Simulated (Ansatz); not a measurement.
# C₄H₁₆BNSi₂: one species, many methods

One table from this session's results is given with a row withheld; the runs are named, their logs left out.

Program: Ansatz 0.2.0, Gaussian basis. Level of theory: functionals in def2-TZVPP, the program's frozen cores in correlated methods. These are calculated values, not measurements.

Plan: LDA (SPW92), PBE-D4, revPBE-D4, BLYP-D4, r2SCAN-D4, B97M-V, PBE0-D4, B3LYP-D4, r2SCANh-D4, r2SCAN0-D4, HSE06-D4, BHLYP-D4, CAM-B3LYP-D4, LC-ωPBE, ωB97X-V, ωB97M-V, B2PLYP, PBE-QIDH; CCSD(T)/def2-SVP; CCSD(T)/def2-TZVPP; MP2/def2-QZVPP; extrapolation to the limit; RPA on PBE.

**The relaxed structure**

The geometry comes from an earlier relaxation with PBE0-D4 in a triple-zeta def2 set; it is a stationary point, not always the lowest conformer.

24 atoms, charge 0, spin multiplicity 1.

Atoms are counted from 1 here; the program's logs count them from 0.

Bond lengths: B1–N2 1.405 Å, B1–H9 1.198 Å, B1–H10 1.205 Å, N2–Si3 1.757 Å, N2–Si5 1.769 Å, Si3–C4 1.862 Å, Si3–H11 1.490 Å, Si3–H12 1.485 Å, C4–H13 1.093 Å, C4–H14 1.093 Å, C4–H15 1.093 Å, Si5–C6 1.864 Å, Si5–C7 1.868 Å, Si5–C8 1.872 Å, C6–H16 1.092 Å, C6–H17 1.094 Å, C6–H18 1.092 Å, C7–H19 1.093 Å and more. Angles: N2–B1–H9 121.5°, N2–B1–H10 119.3°, H9–B1–H10 119.3°, B1–N2–Si3 115.6°, B1–N2–Si5 123.8°, Si3–N2–Si5 120.6°, N2–Si3–C4 111.4°, N2–Si3–H11 107.7°, N2–Si3–H12 109.3°, C4–Si3–H11 109.5°, C4–Si3–H12 110.6°, H11–Si3–H12 108.2°, Si3–C4–H13 110.4°, Si3–C4–H14 110.8°, Si3–C4–H15 110.8°, H13–C4–H14 108.2°, H13–C4–H15 108.2°, H14–C4–H15 108.2° and more.

The first run:

in.yaml

```yaml
crystal:
  periodic: [false, false, false]
  atoms:
    - {symbol: B, position_ang: [0.161699, -1.010536, -1.973579]}
    - {symbol: N, position_ang: [-0.177566, -0.612976, -0.669872]}
    - {symbol: Si, position_ang: [-0.593627, -1.913068, 0.436673]}
    - {symbol: C, position_ang: [0.925943, -2.809026, 1.033753]}
    - {symbol: Si, position_ang: [-0.157319, 1.066768, -0.116427]}
    - {symbol: C, position_ang: [0.606456, 2.170355, -1.410132]}
    - {symbol: C, position_ang: [-1.912808, 1.605533, 0.228387]}
    - {symbol: C, position_ang: [0.857995, 1.143364, 1.453920]}
    - {symbol: H, position_ang: [0.489755, -0.212490, -2.805302]}
    - {symbol: H, position_ang: [0.126047, -2.179771, -2.260959]}
    - {symbol: H, position_ang: [-1.305820, -1.310008, 1.598854]}
    - {symbol: H, position_ang: [-1.522963, -2.854441, -0.238038]}
    - {symbol: H, position_ang: [1.464611, -3.250011, 0.191586]}
    - {symbol: H, position_ang: [0.656554, -3.611872, 1.724989]}
    - {symbol: H, position_ang: [1.601958, -2.124357, 1.551427]}
    - {symbol: H, position_ang: [0.023900, 2.182894, -2.333304]}
    - {symbol: H, position_ang: [0.650063, 3.193518, -1.024993]}
    - {symbol: H, position_ang: [1.623595, 1.859865, -1.659060]}
    - {symbol: H, position_ang: [-2.517908, 1.556888, -0.680671]}
    - {symbol: H, position_ang: [-2.385408, 0.971308, 0.982190]}
    - {symbol: H, position_ang: [-1.937601, 2.635758, 0.594444]}
    - {symbol: H, position_ang: [1.886544, 0.821000, 1.271179]}
    - {symbol: H, position_ang: [0.892062, 2.167572, 1.835791]}
    - {symbol: H, position_ang: [0.438738, 0.513235, 2.242546]}
basis:
  gaussian: {orbitals: def2-TZVPP}
hamiltonian: {xc: lda}
output: {orbitals: {seedname: orbitals}}
```

Command:

```
$ ansatz run in.yaml --threads 5 --pin off --events-out ev --progress --plain --max-ram 66560MiB --backend cuda --devices 0, --max-vram 37GiB
```

Steps of the session up to this table: LDA; PBE-D4 (GGA); revPBE-D4 (GGA); BLYP-D4 (GGA); r2SCAN-D4 (meta-GGA); B97M-V (meta-GGA); PBE0-D4 (hybrid); B3LYP-D4 (hybrid); r2SCANh-D4 (hybrid); r2SCAN0-D4 (hybrid); HSE06-D4 (hybrid); BHLYP-D4 (hybrid); CAM-B3LYP-D4 (range-separated); LC-ωPBE (range-separated); ωB97X-V (range-separated); ωB97M-V (range-separated); B2PLYP (double hybrid); PBE-QIDH (double hybrid).

One table of the session follows, with a row left open; its other results are not shown here.

It belongs to the step «Orbital energies across the functionals». 

```
  functional  HOMO (eV)  gap (eV)
 LDA (SPW92)      -6.77      5.28
      PBE-D4      -6.64      5.40
   revPBE-D4      -6.58      5.46
     BLYP-D4      -6.51      5.42
   r2SCAN-D4      -6.89      5.99
      B97M-V      -6.99      5.96
     PBE0-D4          ?         ?
    B3LYP-D4      -7.65      7.14
  r2SCANh-D4      -7.34      6.77
  r2SCAN0-D4      -8.03      7.94
    HSE06-D4      -7.46      6.79
    BHLYP-D4      -9.00      9.67
CAM-B3LYP-D4      -9.21      9.96
     LC-ωPBE     -10.54     12.46
     ωB97X-V     -10.20     11.98
     ωB97M-V     -10.11     11.60
```

**Question.** Estimate the row for PBE0-D4.

**Answer.** HOMO (eV): -7.86; gap (eV): 7.57. In the column «HOMO (eV)» it lies between r2SCAN0-D4 (-8.03) and B3LYP-D4 (-7.65).
